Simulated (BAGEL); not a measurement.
# CH3ClOSi (SMILES CO[Si]Cl) at HF/cc-pVDZ (density fitting with qzvpp-jkfit)

What is the energy change on altering one bond length of CH3ClOSi at HF/cc-pVDZ (density fitting with qzvpp-jkfit)? 

The results are computed with BAGEL 1.2.2.

4 further runs of the same task are left out: 3 that didn't finish, 1 set aside as unsound or not needed. Runs told in other sessions of the task aren't counted.

## 1. The system as given

CH3ClOSi: 7 atoms, total charge 0, spin state singlet. As SMILES, `CO[Si]Cl`. The coordinates come from a PBE0-D4/def2-TZVP relaxation. This is one conformer, not always the lowest.

Bond lengths: C1–O2 1.413 Å, O2–Si3 1.624 Å, Si3–Cl4 2.116 Å, C1–H5 1.092 Å, C1–H6 1.091 Å, C1–H7 1.091 Å. Angles: C1–O2–Si3 136.9°, O2–Si3–Cl4 103.0°, O2–C1–H5 111.2°, O2–C1–H6 108.8°, O2–C1–H7 108.8°, H5–C1–H6 109.6°, H5–C1–H7 109.6°, H6–C1–H7 108.9°.

## 2. The energy at HF/cc-pVDZ (density fitting with qzvpp-jkfit)

Contents of job.json:

```json
{ "bagel": [

{
  "title": "molecule",
  "basis": "cc-pvdz.json",
  "df_basis": "qzvpp-jkfit",
  "angstrom": "true",
  "geometry": [
    { "atom": "C", "xyz": [    0.358500,    0.753000,    0.161900 ] },
    { "atom": "O", "xyz": [    0.325300,   -0.536800,    0.737700 ] },
    { "atom": "Si", "xyz": [   -0.350800,   -1.972000,    0.392500 ] },
    { "atom": "Cl", "xyz": [   -1.396200,   -1.586200,   -1.406400 ] },
    { "atom": "H", "xyz": [   -0.214900,    0.786500,   -0.766400 ] },
    { "atom": "H", "xyz": [   -0.058000,    1.466900,    0.874700 ] },
    { "atom": "H", "xyz": [    1.397200,    1.020600,   -0.039700 ] }
  ]
},
{
  "title": "hf"
},
{
  "title": "print",
  "file": "orbitals.molden",
  "orbitals": "true"
}

]}
```

The basis set cc-pVDZ is read from a file made from the Basis Set Exchange's data (not shown).

Command:

```console
$ BAGEL_NUM_THREADS=1 BAGEL job.json > job.out
```

What it wrote:

```text
* using 1 threads per process

  ===============================================================
  ===============================================================

  *** Geometry ***

  { "atom" : "C", "xyz" : [      0.677467,      1.422964,      0.305947 ] },
  { "atom" : "O", "xyz" : [      0.614728,     -1.014405,      1.394051 ] },
  { "atom" : "Si", "xyz" : [     -0.662916,     -3.726540,      0.741718 ] },
  { "atom" : "Cl", "xyz" : [     -2.638436,     -2.997484,     -2.657711 ] },
  { "atom" : "H", "xyz" : [     -0.406102,      1.486270,     -1.448286 ] },
  { "atom" : "H", "xyz" : [     -0.109604,      2.772039,      1.652943 ] },
  { "atom" : "H", "xyz" : [      2.640325,      1.928654,     -0.075022 ] },

  Number of auxiliary basis functions:      462

  Since a DF basis is specified, we compute 2- and 3-index integrals:
    o Being stored without compression. Storage requirement is 0.023 GB

  Number of basis functions:       79
  Number of electrons      :       48

    * METHOD: MOLECULE                             0.17

  *** RHF ***

  === Nuclear Repulsion ===
   200.7169850308

      * DIIS with orbital gradients will be used.

  === RHF iteration (cc-pvdz.json) ===
      0       -862.79148517          0.01414877           0.05
      1       -862.89573093          0.01181368           0.05
      2       -862.96789932          0.00145566           0.05
      3       -862.96997210          0.00039726           0.05
      4       -862.97017430          0.00012472           0.05
      5       -862.97019579          0.00004062           0.05
      6       -862.97019887          0.00001254           0.05
      7       -862.97019911          0.00000244           0.05
      8       -862.97019912          0.00000067           0.05
      9       -862.97019912          0.00000024           0.05
     10       -862.97019912          0.00000007           0.05
     11       -862.97019912          0.00000002           0.05
     12       -862.97019912          0.00000001           0.05
    * SCF iteration converged.

    * Permanent dipole moment:
           (   -0.354105,    -0.614409,    -0.247086) a.u.

    * METHOD: HF                                   0.75

    * METHOD: PRINT                                0.01

  ===============================================================
```

Wall time 1.1 s (1 thread of Arm Neoverse V2, shared host); peak memory 0.11 GiB.

## 3. The distorted shape at the same level

Contents of job.json:

```json
{ "bagel": [

{
  "title": "molecule",
  "basis": "cc-pvdz.json",
  "df_basis": "qzvpp-jkfit",
  "angstrom": true,
  "geometry": [
    { "atom": "C", "xyz": [    0.899389,    1.901179,    0.438065 ] },
    { "atom": "O", "xyz": [    0.866189,    0.611379,    1.013865 ] },
    { "atom": "Si", "xyz": [   -0.350800,   -1.972000,    0.392500 ] },
    { "atom": "Cl", "xyz": [   -1.396200,   -1.586200,   -1.406400 ] },
    { "atom": "H", "xyz": [    0.325989,    1.934679,   -0.490235 ] },
    { "atom": "H", "xyz": [    0.482889,    2.615079,    1.150865 ] },
    { "atom": "H", "xyz": [    1.938089,    2.168779,    0.236465 ] }
  ]
},
{
  "title": "hf"
},
{
  "title": "print",
  "file": "orbitals.molden",
  "orbitals": true
}

]}
```

The basis set cc-pVDZ is read from a file made from the Basis Set Exchange's data (not shown).

Command:

```console
$ BAGEL_NUM_THREADS=1 BAGEL job.json > job.out
```

What it wrote:

```text
* using 1 threads per process

  ===============================================================
  ===============================================================

  *** Geometry ***

  { "atom" : "C", "xyz" : [      1.699599,      3.592708,      0.827823 ] },
  { "atom" : "O", "xyz" : [      1.636860,      1.155339,      1.915927 ] },
  { "atom" : "Si", "xyz" : [     -0.662916,     -3.726540,      0.741718 ] },
  { "atom" : "Cl", "xyz" : [     -2.638436,     -2.997484,     -2.657711 ] },
  { "atom" : "H", "xyz" : [      0.616030,      3.656013,     -0.926410 ] },
  { "atom" : "H", "xyz" : [      0.912528,      4.941783,      2.174820 ] },
  { "atom" : "H", "xyz" : [      3.662457,      4.098398,      0.446854 ] },

  Number of auxiliary basis functions:      462

  Since a DF basis is specified, we compute 2- and 3-index integrals:
    o Being stored without compression. Storage requirement is 0.023 GB

  Number of basis functions:       79
  Number of electrons      :       48

    * METHOD: MOLECULE                             0.16

  *** RHF ***

  === Nuclear Repulsion ===
   165.0280817672

      * DIIS with orbital gradients will be used.

  === RHF iteration (cc-pvdz.json) ===
      0       -862.49583403          0.01718593           0.05
      1       -859.82143836          0.06396783           0.05
      2       -862.76037655          0.00345498           0.05
      3       -862.77512116          0.00131342           0.05
      4       -862.77789991          0.00057178           0.05
      5       -862.77886990          0.00034076           0.05
      6       -862.77934453          0.00021869           0.05
      7       -862.77963789          0.00010070           0.05
      8       -862.77967416          0.00003310           0.05
      9       -862.77967816          0.00002123           0.05
     10       -862.77967905          0.00000583           0.05
     11       -862.77967915          0.00000214           0.05
     12       -862.77967916          0.00000081           0.05
     13       -862.77967916          0.00000032           0.05
     14       -862.77967916          0.00000016           0.05
     15       -862.77967916          0.00000009           0.05
     16       -862.77967916          0.00000006           0.05
     17       -862.77967916          0.00000003           0.05
     18       -862.77967916          0.00000001           0.05
     19       -862.77967916          0.00000001           0.05
    * SCF iteration converged.

    * Permanent dipole moment:
           (    0.976952,     2.240887,     0.419230) a.u.

    * METHOD: HF                                   1.10

    * METHOD: PRINT                                0.01

  ===============================================================
```

Run time: 1.4 s. Hardware: 1 thread of Arm Neoverse V2, shared host; peak memory 0.11 GiB.

## 4. Results

At HF/cc-pVDZ (density fitting with qzvpp-jkfit):

| quantity | value |
| --- | --- |
| first shape: total energy | -862.97020 Eh |
| first shape: dipole moment | 1.91 D |
| first shape: HOMO energy | -9.86 eV |
| first shape: LUMO energy | 1.42 eV |
| first shape: HOMO–LUMO gap | 11.27 eV |
| distorted shape: total energy | -862.77968 Eh |
| distorted shape: dipole moment | 6.30 D |
| distorted shape: HOMO energy | -7.91 eV |
| distorted shape: LUMO energy | -1.14 eV |
| distorted shape: HOMO–LUMO gap | 6.77 eV |
| energy change with the O2–Si3 bond stretched from 1.624 to 2.922 Å | 5.184 eV |

**Reading.** One bond (distorted shape) is far stretched, which a spin-restricted single reference describes badly; a broken-symmetry solution may lie lower. With the O2–Si3 bond stretched from 1.624 to 2.922 Å the energy rises by 5.18 eV (120 kcal/mol). The first shape isn't relaxed at this level, so the change isn't measured from a minimum. A restricted reference can't describe the breaking bond well at this length.
